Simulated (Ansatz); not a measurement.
# H6NPSSi: how energies converge with the basis set

Aim: see how fast density functionals converge with the basis set for H6NPSSi.

Method: one geometry, several basis sets; program: Ansatz 0.2.0, Gaussian basis.

Plan: PBE0-D4/def2-SVP; ωB97M-V/def2-SVP; PBE0-D4/def2-QZVPP; ωB97M-V/def2-QZVPP; the functionals' def2-TZVPP values are taken from earlier runs.

### Step 1. Structure used throughout

The geometry comes from an earlier relaxation with PBE0-D4 in a triple-zeta def2 set; it is a stationary point, not always the lowest conformer.

SMILES `[SiH3]NPS`, 10 atoms, charge 0, spin multiplicity 1.

Atoms are counted from 1 here; the program's logs count them from 0.

Bond lengths: Si1–N2 1.738 Å, Si1–H5 1.486 Å, Si1–H6 1.486 Å, Si1–H7 1.484 Å, N2–P3 1.697 Å, N2–H8 1.010 Å, P3–S4 2.132 Å, P3–H9 1.418 Å, S4–H10 1.343 Å. Angles: N2–Si1–H5 113.7°, N2–Si1–H6 108.0°, N2–Si1–H7 106.9°, H5–Si1–H6 108.5°, H5–Si1–H7 108.9°, H6–Si1–H7 111.0°, Si1–N2–P3 127.5°, Si1–N2–H8 117.8°, P3–N2–H8 112.3°, N2–P3–S4 107.7°, N2–P3–H9 97.4°, S4–P3–H9 90.6°, P3–S4–H10 95.2°.

### Step 2. PBE0-D4 in def2-SVP

File in.yaml:

```yaml
crystal:
  periodic: [false, false, false]
  atoms:
    - {symbol: Si, position_ang: [-1.008066, 1.086095, -0.115202]}
    - {symbol: N, position_ang: [-0.716949, -0.601777, 0.177990]}
    - {symbol: P, position_ang: [0.717300, -1.321115, 0.729161]}
    - {symbol: S, position_ang: [2.313359, -0.594541, -0.483094]}
    - {symbol: H, position_ang: [-0.483740, 1.563845, -1.421203]}
    - {symbol: H, position_ang: [-2.476956, 1.309824, -0.087876]}
    - {symbol: H, position_ang: [-0.336350, 1.835069, 0.975557]}
    - {symbol: H, position_ang: [-1.340036, -1.269486, -0.252316]}
    - {symbol: H, position_ang: [1.025081, -0.367151, 1.732606]}
    - {symbol: H, position_ang: [2.389758, -1.691962, -1.252721]}
basis:
  gaussian: {orbitals: def2-SVP}
hamiltonian: {xc: pbe0, dispersion: d4}
output: {orbitals: {seedname: orbitals}}
```

On the command line:

```bash
ansatz run in.yaml --threads 2 --pin off --events-out ev --progress --plain --max-ram 4352MiB
```

After this run come: ωB97M-V in def2-SVP; PBE0-D4 in def2-QZVPP; ωB97M-V in def2-QZVPP.

**Question.** What will the summary of the whole plan be? Wanted: PBE0-D4: double and triple zeta above quadruple; ωB97M-V: double and triple zeta above quadruple.

As calculated:

```
                                       quantity           value
PBE0-D4: double and triple zeta above quadruple  12.86, 1.01 eV
ωB97M-V: double and triple zeta above quadruple  12.88, 0.95 eV
```

What this shows: For PBE0-D4 the step from double to triple zeta gains 11.85 eV and the next only 1.01 eV. These are total energies; as a rule much of such shifts cancels in differences, which this series doesn't test. The LUMO of ωB97M-V is positive and keeps falling with the basis (2.21 to 1.09 eV): an unbound level that the basis holds in place.
